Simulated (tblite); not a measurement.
# C3H9FSSi2: the cost of one run

Programs: tblite 0.8.0 and PySCF 2.14.0, with density-fitted response routines of our own. Each step states its level of theory. These are calculated values for one molecule in the gas phase, unless marked as measured. Atoms count from 0, in the outputs and in this text.

## Step 1: Starting geometry

16 atoms, charge 0, multiplicity 1; geometry from: force field or distance geometry start.

Bonds of the start (Å): F0–C1 1.39, C1–Si2 1.84, C1–C3 1.51, C3–Si4 1.88, Si4–C5 1.88, C5–S6 1.83, S6–C1 1.82, Si2–H7 1.48, Si2–H8 1.46, Si2–H9 1.47, C3–H10 1.11, C3–H11 1.11, Si4–H12 1.48, Si4–H13 1.45, C5–H14 1.11, C5–H15 1.09.

## Step 2: Geometry optimisation with GFN2-xTB

The job: settings as JSON, then the geometry in Å.

```
{"job": {"kind": "relax", "xc": "GFN2-xTB", "basis": "xTB"}, "charge": 0, "multiplicity": 1}
F      0.424700    -0.230400     1.470400
C      0.716700    -0.024200     0.128200
Si     2.496000    -0.313600    -0.256400
C     -0.259600    -0.830500    -0.689700
Si    -1.855900    -0.326500     0.172200
C     -1.544000     1.499400     0.468600
S      0.128100     1.654300    -0.258500
H      3.326000     0.248200     0.837600
H      2.940400     0.290700    -1.506200
H      2.767100    -1.755600    -0.352200
H     -0.331100    -0.468500    -1.734600
H     -0.088000    -1.924800    -0.638100
H     -2.001400    -1.066200     1.443400
H     -3.027300    -0.564800    -0.656800
H     -1.421500     1.668000     1.557800
H     -2.277700     2.153400     0.003100
```

Launch:

```sh
> OMP_NUM_THREADS=1 python probes_run.py task.json out
```

This one command runs all jobs of the session in turn.

**Question.** How long does this first job take on 1 thread of Intel Xeon, shared host?

About 1.2 s.
